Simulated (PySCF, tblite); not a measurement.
# C₆H₅F₂N: geometry, infrared bands, NMR shifts, spin-spin couplings and electronic excitations

Wanted: the infrared bands, NMR shifts, spin-spin couplings and electronic excitations of C₆H₅F₂N (`FC(F)c1ccccn1`), by calculation.

The runs use tblite 0.8.0 and PySCF 2.14.0, with density-fitted response routines of our own; the level of theory stands in each step. All values are computed, except where a source is named. Atoms count from 0, in the outputs and in this text.

## Step 1: The molecule as given

14 atoms, charge 0, multiplicity 1; geometry from: GFN2-xTB.

Bonds of the start (Å): F0–C1 1.36, C1–F2 1.36, C1–C3 1.51, C3–C4 1.39, C4–C5 1.39, C5–C6 1.39, C6–C7 1.39, C7–N8 1.32, N8–C3 1.32, C1–H9 1.10, C4–H10 1.08, C5–H11 1.08, C6–H12 1.08, C7–H13 1.08.

## Step 2: Harmonic vibrations with GFN2-xTB

Job settings and geometry (Å):

```
{"job": {"kind": "ir", "xc": "GFN2-xTB", "basis": "xTB"}, "charge": 0, "multiplicity": 1}
F      2.624331    -1.235718    -0.443477
C      2.189119     0.006526    -0.108170
F      2.695065     0.250636     1.128650
C      0.682069     0.065583    -0.095649
C     -0.053019    -0.772773     0.732571
C     -1.434841    -0.669971     0.699020
C     -2.014261     0.256806    -0.152418
C     -1.182563     1.043831    -0.936527
N      0.134692     0.953403    -0.911628
H      2.623840     0.729986    -0.811624
H      0.449397    -1.477281     1.376420
H     -2.045973    -1.301348     1.326688
H     -3.085493     0.367927    -0.208364
H     -1.583043     1.781920    -1.617659
```

**Question.** This job is followed by: PBE0-D3(BJ)/def2-SVP geometry optimisation, gas phase; GIAO PBE0/pcSseg-1 NMR shielding, non-relativistic, gas phase; B3LYP/pcJ-1 indirect spin-spin coupling, non-relativistic, gas phase; TDDFT PBE0/def2-SVPD, vertical, gas phase, core orbitals frozen in the response; GIAO WP04/pcSseg-1 NMR shielding, non-relativistic, gas phase. What will the session give for the following? strongest single infrared mode (GFN2-xTB); zero-point energy (GFN2-xTB); point group; rotational constants (main isotopes); 13C shifts against TMS (PBE0/pcSseg-1); 1H shifts against TMS (PBE0/pcSseg-1); 19F shifts against CFCl3 (PBE0/pcSseg-1, means over atoms taken as alike); 15N shifts against NH3 (PBE0/pcSseg-1); largest coupling of the table (B3LYP/pcJ-1); lowest singlet (PBE0/def2-SVPD); brightest single state of those computed; lowest triplet; vertical ionisation energy (ΔSCF); vertical electron affinity (ΔSCF); range of the shift of N8.

The runs gave:

| quantity | value |
| --- | --- |
| strongest single infrared mode (GFN2-xTB) | 1010 cm⁻¹, 193 km/mol |
| zero-point energy (GFN2-xTB) | 61.0 kcal/mol |
| point group | C1 |
| rotational constants (main isotopes) | 3.71, 1.12, 1.00 GHz |
| 13C shifts against TMS (PBE0/pcSseg-1) | 160.8, 154.4, 142.7, 130.4, 127.0, 119.9 ppm |
| 1H shifts against TMS (PBE0/pcSseg-1) | 8.74, 7.96, 7.89, 7.36, 6.62 ppm |
| 19F shifts against CFCl3 (PBE0/pcSseg-1, means over atoms taken as alike) | -121.9 ppm |
| 15N shifts against NH3 (PBE0/pcSseg-1) | 353.7 ppm |
| largest coupling of the table (B3LYP/pcJ-1) | 1J(F,C) F0–C1, -298.9 Hz |
| lowest singlet (PBE0/def2-SVPD) | 4.94 eV (251 nm), f = 0.003 |
| brightest single state of those computed | state 7, 7.39 eV, f = 0.467 |
| lowest triplet | 4.14 eV |
| vertical ionisation energy (ΔSCF) | 9.93 eV |
| vertical electron affinity (ΔSCF) | -0.52 eV (unbound: the value hangs on the basis) |
| range of the shift of N8 | 345.7 to 353.7 ppm |

**Reading.** All 36 modes are real, so the xTB geometry is a minimum. GFN2-xTB is a fitted tight-binding method: band positions and strengths are rough. Its intensities can rank the bands wrongly. Over 9 steps the energy fell by 0.034 eV; of the close pairs, C7–H13 changed most, 1.081 to 1.096 Å. No frequency check was run at this level, so the end point may be a saddle. At PBE0/pcSseg-1: Shielding is most anisotropic at N8 (span 677 ppm, paramagnetic term -419 ppm). NICS(1)zz of -29 ppm above the planar ring from C3 marks a diatropic (aromatic) ring current. In the run at B3LYP/pcJ-1, the largest coupling of the table is F0–C1 (mean over like pairs), -298.9 Hz, of which the Fermi-contact term gives -301.0 Hz. Couplings across rotatable bonds belong to this one conformer; where others are populated, the observed values are averages. Density functionals describe couplings to fluorine poorly, F–F couplings above all, so those rows are rough. The lowest singlet, at 4.94 eV, is HOMO→LUMO 0.98 and is weak; of the 10 states computed, the strongest absorption comes from state 7 at 7.39 eV. The lowest triplet lies 0.80 eV below the lowest singlet (triplets in Tamm-Dancoff, singlets in full TDDFT). The orbital energy would give 7.96 eV for ionisation, ΔSCF gives 9.93 eV. Across the 2 runs the shift of N8 moves most, between 345.7 (WP04/pcSseg-1) and 353.7 ppm (PBE0/pcSseg-1).
